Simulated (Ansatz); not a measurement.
# ClFH₄HfN₂: basis-set convergence

An exercise on one series of results from a longer session: the logs are not shown, and one member is left open.

Computed with Ansatz 0.2.0, Gaussian basis. Level: one geometry, several basis sets.

Plan: PBE0-D4/def2-SVP; ωB97M-V/def2-SVP; PBE0-D4/def2-QZVPP; ωB97M-V/def2-QZVPP; the functionals' def2-TZVPP values are taken from earlier runs.

**The relaxed structure**

All runs share one geometry, relaxed beforehand with PBE0-D4 in a triple-zeta def2 set. Hf takes the def2 core potential; no spin-orbit term is included.

SMILES `[NH2][Hf]([NH2])([F])[Cl]`, 9 atoms, charge 0, spin multiplicity 1.

Atoms are counted from 1 here; the program's logs count them from 0.

Bond lengths: N1–Hf2 2.016 Å, N1–H6 1.011 Å, N1–H7 1.011 Å, Hf2–N3 2.021 Å, Hf2–F4 1.910 Å, Hf2–Cl5 2.372 Å, N3–H8 1.010 Å, N3–H9 1.011 Å. Angles: Hf2–N1–H6 126.2°, Hf2–N1–H7 124.9°, H6–N1–H7 108.7°, N1–Hf2–N3 106.0°, N1–Hf2–F4 109.9°, N1–Hf2–Cl5 110.7°, N3–Hf2–F4 109.0°, N3–Hf2–Cl5 109.3°, F4–Hf2–Cl5 111.8°, Hf2–N3–H8 125.9°, Hf2–N3–H9 125.2°, H8–N3–H9 108.9°.

The first run:

in.yaml reads:

```yaml
crystal:
  periodic: [false, false, false]
  atoms:
    - {symbol: N, position_ang: [1.064993, 1.300011, -0.217226]}
    - {symbol: Hf, position_ang: [-0.305785, -0.125166, -0.609137]}
    - {symbol: N, position_ang: [-0.493851, -1.198467, 1.092664]}
    - {symbol: F, position_ang: [0.325351, -1.271078, -2.001179]}
    - {symbol: Cl, position_ang: [-2.397948, 0.850725, -1.154189]}
    - {symbol: H, position_ang: [2.029238, 1.299904, -0.520579]}
    - {symbol: H, position_ang: [0.869498, 2.179183, 0.242934]}
    - {symbol: H, position_ang: [-0.033420, -1.004160, 1.969815]}
    - {symbol: H, position_ang: [-1.058077, -2.030932, 1.196886]}
basis:
  gaussian: {orbitals: def2-SVP}
hamiltonian: {xc: pbe0, dispersion: d4}
output: {orbitals: {seedname: orbitals}}
```

Launch:

```
$ ansatz run in.yaml --threads 4 --pin off --events-out ev --progress --plain --max-ram 10444MiB
```

Among the steps run: PBE0-D4 in def2-SVP; ωB97M-V in def2-SVP; PBE0-D4 in def2-QZVPP; ωB97M-V in def2-QZVPP.

One table of the session follows, with a row left open; its other results are not shown here.

It belongs to the step «Density functionals: the series». 

```
functional       basis  HOMO (eV)
   PBE0-D4    def2-SVP      -7.55
   PBE0-D4  def2-TZVPP      -7.67
   PBE0-D4  def2-QZVPP      -7.72
   ωB97M-V    def2-SVP          ?
   ωB97M-V  def2-TZVPP     -10.02
   ωB97M-V  def2-QZVPP     -10.07
```

**Question.** Estimate the row for ωB97M-V, def2-SVP.

**Answer.** HOMO (eV): -9.89. In the column «HOMO (eV)» it lies between ωB97M-V, def2-TZVPP (-10.02) and PBE0-D4, def2-QZVPP (-7.72).
